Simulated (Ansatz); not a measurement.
# C2H9InSi: geometry optimisation

The task: find the minimum of C2H9InSi nearest to the start.

The runs use Ansatz 0.2.0; RKS wB97M-V/def2-SVP.

## 1. Where the work starts

SMILES `[SiH3]C[CH2][InH2]`, 13 atoms, charge 0, spin multiplicity 1.

Atoms are counted from 1 here; the program's logs count them from 0.

Bond lengths: Si1–C2 1.890 Å, Si1–H5 1.505 Å, Si1–H6 1.506 Å, Si1–H7 1.530 Å, C2–C3 1.539 Å, C2–H8 1.113 Å, C2–H9 1.114 Å, C3–In4 2.219 Å, C3–H10 1.110 Å, C3–H11 1.111 Å, In4–H12 1.749 Å, In4–H13 1.754 Å. Angles: C2–Si1–H5 115.5°, C2–Si1–H6 111.9°, C2–Si1–H7 105.4°, H5–Si1–H6 109.5°, H5–Si1–H7 107.9°, H6–Si1–H7 106.1°, Si1–C2–C3 109.2°, Si1–C2–H8 107.2°, Si1–C2–H9 110.1°, C3–C2–H8 111.1°, C3–C2–H9 113.0°, H8–C2–H9 106.0°, C2–C3–In4 109.6°, C2–C3–H10 111.5°, C2–C3–H11 111.8°, In4–C3–H10 108.5°, In4–C3–H11 108.4°, H10–C3–H11 106.9° and more.

Coordinates:

```mol
C2H9InSi
  3D, bonds by distance, orders not assigned

 13 12  0  0  0  0  0  0  0  0999 V2000
   -1.2076    0.6845    0.9215 Si  0  0
   -0.6811   -0.9905    0.2207 C   0  0
    0.8406   -0.9878   -0.0103 C   0  0
    1.3980    0.7392   -1.2881 In  0  0
   -2.6887    0.9501    0.9205 H   0  0
   -0.6579    0.9116    2.3047 H   0  0
   -0.5422    1.7293    0.0230 H   0  0
   -1.2312   -1.1340   -0.7355 H   0  0
   -1.0178   -1.8110    0.8955 H   0  0
    1.3973   -0.9127    0.9467 H   0  0
    1.1828   -1.9187   -0.5110 H   0  0
    2.7132    1.8263   -0.9061 H   0  0
    0.4945    0.9136   -2.7818 H   0  0
  1  2  8  0
  1  5  8  0
  1  6  8  0
  1  7  8  0
  2  3  8  0
  2  8  8  0
  2  9  8  0
  3  4  8  0
  3 10  8  0
  3 11  8  0
  4 12  8  0
  4 13  8  0
M  END
```

## 2. Relaxation

input.yaml reads:

```yaml
crystal:
  periodic: [false, false, false]
  atoms:
    - { symbol: Si, position_ang: [-1.207618, 0.684491, 0.92155] }
    - { symbol: C, position_ang: [-0.681051, -0.990477, 0.220749] }
    - { symbol: C, position_ang: [0.84057, -0.987777, -0.010284] }
    - { symbol: In, position_ang: [1.398028, 0.739168, -1.288084] }
    - { symbol: H, position_ang: [-2.688717, 0.950117, 0.920496] }
    - { symbol: H, position_ang: [-0.657876, 0.91164, 2.30472] }
    - { symbol: H, position_ang: [-0.542209, 1.729337, 0.022995] }
    - { symbol: H, position_ang: [-1.231166, -1.134026, -0.735523] }
    - { symbol: H, position_ang: [-1.017811, -1.811003, 0.895531] }
    - { symbol: H, position_ang: [1.397341, -0.912662, 0.946729] }
    - { symbol: H, position_ang: [1.182835, -1.918696, -0.510983] }
    - { symbol: H, position_ang: [2.713154, 1.826307, -0.906061] }
    - { symbol: H, position_ang: [0.494509, 0.91356, -2.781834] }
basis:
  gaussian: { orbitals: def2-SVP }
hamiltonian:
  xc: { name: wB97M-V }
output:
  forces: true
relax:
  f_tol: 0.003
  max_steps: 120
```

Run with:

```sh
$ ansatz run input.yaml --threads 1 --pin off --max-ram 2560MiB --backend cpu --events-out ev --progress --plain --runs-dir out
```

The log of the run:

```text
Warning: RAYON_NUM_THREADS=1 ignored (pool sized by the plan → 1); use --threads N
The last accepted step is kept in <dir> (removed where the run ends without a failure and the disk answers)
Engine: ansatz 0.2.0, x86_64-unknown-linux-gnu
Functional definition: wB97M-V
  parameter omega = 0.3/bohr
  parameter cx = 0.15
  parameter cx01 = 1.007
  parameter cx10 = 0.259
  parameter css00 = 0.443
  parameter css04 = -1.437
  parameter css10 = -4.535
  parameter css20 = -3.390
  parameter css43 = 4.278
  parameter cos00 = 1.000
  parameter cos10 = 1.358
  parameter cos20 = 2.924
  parameter cos21 = -8.812
  parameter cos60 = -1.390
  parameter cos61 = 9.142
  parameter b = 6.0
  parameter c = 0.01
  gx(w, u) = 1 - cx + cx01*u + cx10*w
  gss(w, u) = css00 + css04*u^4 + css10*w + css20*w^2 + css43*w^4*u^3
  gos(w, u) = cos00 + cos10*w + (cos20 + cos21*u)*w^2 + (cos60 + cos61*u)*w^6
  exchange = spin_sum(e_x_unif_sr(omega)*gx(b97_w, b97_u_x)) + cx*exact_x_sr(omega) + exact_x_lr(omega)
  correlation = spin_sum(e_c_pw_mod_same_spin*gss(b97_w, b97_u_same))
      + integral(e_c_pw_mod_opposite_spin*gos(b97_w_opposite, b97_u_opposite)) + vv10(b, c)
1363 factors; integrals over basis functions are off by at most 3.1e-4 eV
468 factors; integrals over basis functions are off by at most 4.5e-7 eV
mean field evaluation 1: about -15259.2396 eV, gradient 3.8e1 eV
mean field evaluation 2: about -15259.8826 eV, gradient 3.5e1 eV
mean field evaluation 4: about -15263.0244 eV, gradient 7.0e-1 eV
mean field evaluation 8: about -15263.0415 eV, gradient 2.0e-2 eV
mean field -15263.04150139 eV, -560.9064295151 hartree, gradient 8.7e-5 eV, S^2 0.000000; 0 other end points of the search recorded, 0 dependent functions left out
the calculation of the forces begins
reference -15263.04156457 eV, -560.9064318366 hartree; 28, 28 occupied and 89, 89 virtual orbitals, 1363 factors
relax step   1: F+E_penalty+E_count = -15263.04150139 eV  Δ(F+E_penalty+E_count) = +0.000e0 eV  max|allowed force component| = 3.228e-1 eV/Å  Δτ_max = 0.0000 Å  (25 SCF iters, accepted)
these checks for a lower state are left out or cut short: starts, cluster_reference, orbital_swaps, neighbouring_geometries, increment
1363 factors; integrals over basis functions are off by at most 3.1e-4 eV
468 factors; integrals over basis functions are off by at most 4.3e-7 eV
mean field evaluation 16: about -15263.0417 eV, gradient 3.6e0 eV
mean field -15263.06612335 eV, -560.9073343554 hartree, gradient 3.2e-5 eV, S^2 0.000000; 0 other end points of the search recorded, 0 dependent functions left out
the calculation of the forces begins
reference -15263.06618638 eV, -560.9073366717 hartree; 28, 28 occupied and 89, 89 virtual orbitals, 1363 factors
relax step   2: F+E_penalty+E_count = -15263.06612335 eV  Δ(F+E_penalty+E_count) = -2.462e-2 eV  max|allowed force component| = 1.529e-1 eV/Å  Δτ_max = 0.0638 Å  (27 SCF iters, accepted)
these checks for a lower state are left out or cut short: starts, cluster_reference, orbital_swaps, neighbouring_geometries, increment
1363 factors; integrals over basis functions are off by at most 3.1e-4 eV
468 factors; integrals over basis functions are off by at most 4.4e-7 eV
mean field -15263.06990514 eV, -560.9074733334 hartree, gradient 3.4e-5 eV, S^2 0.000000; 0 other end points of the search recorded, 0 dependent functions left out
the calculation of the forces begins
reference -15263.06996819 eV, -560.9074756507 hartree; 28, 28 occupied and 89, 89 virtual orbitals, 1363 factors
relax step   3: F+E_penalty+E_count = -15263.06990514 eV  Δ(F+E_penalty+E_count) = -3.782e-3 eV  max|allowed force component| = 5.733e-2 eV/Å  Δτ_max = 0.0286 Å  (28 SCF iters, accepted)
these checks for a lower state are left out or cut short: starts, cluster_reference, orbital_swaps, neighbouring_geometries, increment
1363 factors; integrals over basis functions are off by at most 3.1e-4 eV
468 factors; integrals over basis functions are off by at most 4.4e-7 eV
mean field -15263.06974514 eV, -560.9074674537 hartree, gradient 2.3e-5 eV, S^2 0.000000; 0 other end points of the search recorded, 0 dependent functions left out
the calculation of the forces begins
reference -15263.06980823 eV, -560.9074697722 hartree; 28, 28 occupied and 89, 89 virtual orbitals, 1363 factors
relax step   4: F+E_penalty+E_count = -15263.06974514 eV  Δ(F+E_penalty+E_count) = +1.600e-4 eV  max|allowed force component| = 5.797e-2 eV/Å  Δτ_max = 0.0243 Å  (25 SCF iters, rejected (line search))
these checks for a lower state are left out or cut short: starts, cluster_reference, orbital_swaps, neighbouring_geometries, increment
1363 factors; integrals over basis functions are off by at most 3.1e-4 eV
468 factors; integrals over basis functions are off by at most 4.4e-7 eV
mean field evaluation 32: about -15263.0547 eV, gradient 3.9e-1 eV
mean field -15263.07040899 eV, -560.9074918495 hartree, gradient 1.9e-5 eV, S^2 0.000000; 0 other end points of the search recorded, 0 dependent functions left out
the calculation of the forces begins
reference -15263.07047206 eV, -560.9074941674 hartree; 28, 28 occupied and 89, 89 virtual orbitals, 1363 factors
relax step   5: F+E_penalty+E_count = -15263.07040899 eV  Δ(F+E_penalty+E_count) = -5.039e-4 eV  max|allowed force component| = 9.880e-3 eV/Å  Δτ_max = 0.0117 Å  (25 SCF iters, accepted)
these checks for a lower state are left out or cut short: starts, cluster_reference, orbital_swaps, neighbouring_geometries, increment
1363 factors; integrals over basis functions are off by at most 3.1e-4 eV
468 factors; integrals over basis functions are off by at most 4.4e-7 eV
mean field -15263.07052076 eV, -560.9074959573 hartree, gradient 1.1e-5 eV, S^2 0.000000; 0 other end points of the search recorded, 0 dependent functions left out
the calculation of the forces begins
reference -15263.07058384 eV, -560.9074982752 hartree; 28, 28 occupied and 89, 89 virtual orbitals, 1363 factors
relax step   6: F+E_penalty+E_count = -15263.07052076 eV  Δ(F+E_penalty+E_count) = -1.118e-4 eV  max|allowed force component| = 9.303e-3 eV/Å  Δτ_max = 0.0105 Å  (25 SCF iters, accepted)
these checks for a lower state are left out or cut short: starts, cluster_reference, orbital_swaps, neighbouring_geometries, increment
1363 factors; integrals over basis functions are off by at most 3.1e-4 eV
468 factors; integrals over basis functions are off by at most 4.4e-7 eV
mean field -15263.07061026 eV, -560.9074992463 hartree, gradient 1.0e-5 eV, S^2 0.000000; 0 other end points of the search recorded, 0 dependent functions left out
the calculation of the forces begins
reference -15263.07067333 eV, -560.9075015640 hartree; 28, 28 occupied and 89, 89 virtual orbitals, 1363 factors
relax step   7: F+E_penalty+E_count = -15263.07061026 eV  Δ(F+E_penalty+E_count) = -8.950e-5 eV  max|allowed force component| = 3.906e-3 eV/Å  Δτ_max = 0.0142 Å  (25 SCF iters, accepted)
these checks for a lower state are left out or cut short: starts, cluster_reference, orbital_swaps, neighbouring_geometries, increment
1363 factors; integrals over basis functions are off by at most 3.1e-4 eV
468 factors; integrals over basis functions are off by at most 4.4e-7 eV
mean field -15263.07064190 eV, -560.9075004091 hartree, gradient 2.4e-5 eV, S^2 0.000000; 0 other end points of the search recorded, 0 dependent functions left out
the calculation of the forces begins
reference -15263.07070497 eV, -560.9075027269 hartree; 28, 28 occupied and 89, 89 virtual orbitals, 1363 factors
relax step   8: F+E_penalty+E_count = -15263.07064190 eV  Δ(F+E_penalty+E_count) = -3.164e-5 eV  max|allowed force component| = 3.131e-3 eV/Å  Δτ_max = 0.0125 Å  (24 SCF iters, accepted)
these checks for a lower state are left out or cut short: starts, cluster_reference, orbital_swaps, neighbouring_geometries, increment
1363 factors; integrals over basis functions are off by at most 3.1e-4 eV
468 factors; integrals over basis functions are off by at most 4.4e-7 eV
mean field -15263.07064554 eV, -560.9075005427 hartree, gradient 3.6e-5 eV, S^2 0.000000; 0 other end points of the search recorded, 0 dependent functions left out
the calculation of the forces begins
reference -15263.07070861 eV, -560.9075028604 hartree; 28, 28 occupied and 89, 89 virtual orbitals, 1363 factors
relax step   9: F+E_penalty+E_count = -15263.07064554 eV  Δ(F+E_penalty+E_count) = -3.636e-6 eV  max|allowed force component| = 1.297e-3 eV/Å  Δτ_max = 0.0023 Å  (21 SCF iters, accepted)
1363 factors; integrals over basis functions are off by at most 3.1e-4 eV
468 factors; integrals over basis functions are off by at most 4.4e-7 eV
mean field evaluation 64: about -15263.0359 eV, gradient 2.0e0 eV
mean field -15263.07064554 eV, -560.9075005427 hartree, gradient 3.6e-5 eV, S^2 0.000000; 1 other end points of the search recorded, 0 dependent functions left out
the calculation of the forces begins
reference -15263.07070861 eV, -560.9075028604 hartree; 28, 28 occupied and 89, 89 virtual orbitals, 1363 factors
Total energy: -15263.07070861 eV, -560.9075028604 hartree
Atom 0 at    -1.204827     0.682875     0.923583 Å, force    -0.000491    -0.001270     0.000759 eV/Å
Atom 1 at    -0.683995    -0.976490     0.219980 Å, force     0.001115     0.000555     0.000572 eV/Å
Atom 2 at     0.835992    -0.966988    -0.023035 Å, force     0.000120    -0.001297    -0.000254 eV/Å
Atom 3 at     1.397953     0.726872    -1.287969 Å, force    -0.000539     0.000860     0.000420 eV/Å
Atom 4 at    -2.671448     0.924109     0.964492 Å, force     0.000514     0.000543    -0.000404 eV/Å
Atom 5 at    -0.623800     0.921355     2.272322 Å, force    -0.000165     0.000650    -0.000914 eV/Å
Atom 6 at    -0.591382     1.719149     0.008424 Å, force     0.000101     0.000572     0.000155 eV/Å
Atom 7 at    -1.231056    -1.119636    -0.728089 Å, force    -0.000397    -0.000720     0.000380 eV/Å
Atom 8 at    -1.003925    -1.798200     0.884953 Å, force    -0.000344     0.000106    -0.000337 eV/Å
Atom 9 at     1.383547    -0.908235     0.930882 Å, force    -0.000174    -0.000401    -0.000005 eV/Å
Atom 10 at     1.163353    -1.899957    -0.510451 Å, force     0.000091     0.000154    -0.000074 eV/Å
Atom 11 at     2.680602     1.802795    -0.866864 Å, force    -0.000150     0.000004    -0.000289 eV/Å
Atom 12 at     0.548974     0.892331    -2.788226 Å, force     0.000319     0.000245    -0.000010 eV/Å
Dipole moment:    -0.104115    -0.229736     0.121380 e Å
```

Wall time 2.4 min (1 thread of Intel Xeon Platinum 8488C (Sapphire Rapids), shared host); peak memory 0.47 GiB.

Step by step:

| step | energy from step 1 (eV) | largest force component (eV/Å) |
| --- | --- | --- |
| 1 | 0.0000 | 0.3228 |
| 2 | -0.0246 | 0.1529 |
| 3 | -0.0284 | 0.0573 |
| 4 | -0.0282 | 0.0580 |
| 5 | -0.0289 | 0.0099 |
| 6 | -0.0290 | 0.0093 |
| 7 | -0.0291 | 0.0039 |
| 8 | -0.0291 | 0.0031 |
| 9 | -0.0291 | 0.0013 |

Distances of close pairs at the start and the end, largest changes first:

```
   bond  before (Å)  after (Å)  change (Å)
 C3–In4       2.219      2.187      -0.032
In4–H13       1.754      1.732      -0.023
In4–H12       1.749      1.726      -0.022
 Si1–H6       1.506      1.488      -0.018
 Si1–H5       1.505      1.487      -0.018
 Si1–H7       1.530      1.513      -0.018
 Si1–C2       1.890      1.876      -0.014
  C2–H9       1.114      1.104      -0.010
```

## 3. Summary of results

| quantity | value |
| --- | --- |
| energy gained | 0.0291 eV |
| root mean square move | 0.037 Å |
| dipole moment | 1.34 D |

Bond lengths: Si1–C2 1.876 Å, Si1–H5 1.487 Å, Si1–H6 1.488 Å, Si1–H7 1.513 Å, C2–C3 1.539 Å, C2–H8 1.104 Å, C2–H9 1.104 Å, C3–In4 2.187 Å, C3–H10 1.101 Å, C3–H11 1.102 Å, In4–H12 1.726 Å, In4–H13 1.732 Å. Angles: C2–Si1–H5 115.3°, C2–Si1–H6 111.9°, C2–Si1–H7 105.5°, H5–Si1–H6 109.5°, H5–Si1–H7 107.8°, H6–Si1–H7 106.3°, Si1–C2–C3 109.1°, Si1–C2–H8 107.4°, Si1–C2–H9 110.6°, C3–C2–H8 110.8°, C3–C2–H9 112.7°, H8–C2–H9 106.1°, C2–C3–In4 110.5°, C2–C3–H10 110.8°, C2–C3–H11 111.0°, In4–C3–H10 109.4°, In4–C3–H11 108.9°, H10–C3–H11 106.3° and more. No frequencies were computed here.
